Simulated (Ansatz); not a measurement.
# CH4BClO: the cost of one run

Method: RKS PBE/6-31G, in Ansatz 0.2.0.

## (1) The system as given

Bond lengths: B1–C2 1.600 Å, C2–H3 1.110 Å, C2–H4 1.110 Å, C2–H5 1.110 Å, B1–Cl6 1.860 Å, B1–O7 1.410 Å, O7–H8 1.010 Å. Angles: B1–C2–H3 109.5°, B1–C2–H4 109.5°, B1–C2–H5 109.5°, H3–C2–H4 109.4°, H3–C2–H5 109.4°, H4–C2–H5 109.4°, C2–B1–Cl6 120.0°, C2–B1–O7 120.0°, Cl6–B1–O7 120.0°, B1–O7–H8 109.5°.

Structure file:

```xyz
8

B     0.0000    0.0000    0.0000
C     0.0000    0.0000    1.6000
H    -0.9996   -0.3092    1.9705
H     0.7676   -0.7111    1.9705
H     0.2320    1.0203    1.9705
Cl    1.6108    0.0000   -0.9300
O    -1.2211    0.0000   -0.7050
H    -1.7308   -0.8467   -0.4965
```

## (2) Relaxing the start

input.yaml

```yaml
crystal:
  periodic: [false, false, false]
  atoms:
    - { symbol: B, position_ang: [0.0, 0.0, 0.0] }
    - { symbol: C, position_ang: [0.0, 0.0, 1.6] }
    - { symbol: H, position_ang: [-0.9996, -0.3092, 1.9705] }
    - { symbol: H, position_ang: [0.7676, -0.7111, 1.9705] }
    - { symbol: H, position_ang: [0.232, 1.0203, 1.9705] }
    - { symbol: Cl, position_ang: [1.6108, 0.0, -0.93] }
    - { symbol: O, position_ang: [-1.2211, 0.0, -0.705] }
    - { symbol: H, position_ang: [-1.7308, -0.8467, -0.4965] }
basis:
  gaussian: { orbitals: "6-31G" }
hamiltonian:
  xc: pbe
relax:
  f_tol: 0.02
  max_steps: 40
```

Started as:

```console
$ ansatz run input.yaml --threads 1 --pin off --max-ram 2048MiB --backend cpu --events-out ev --progress --plain --runs-dir out
```

**Question.** How long does this run take on 1 thread of Arm Neoverse N1, shared host, and how much memory does it need?

About 31 s, with a peak of 0.14 GiB.
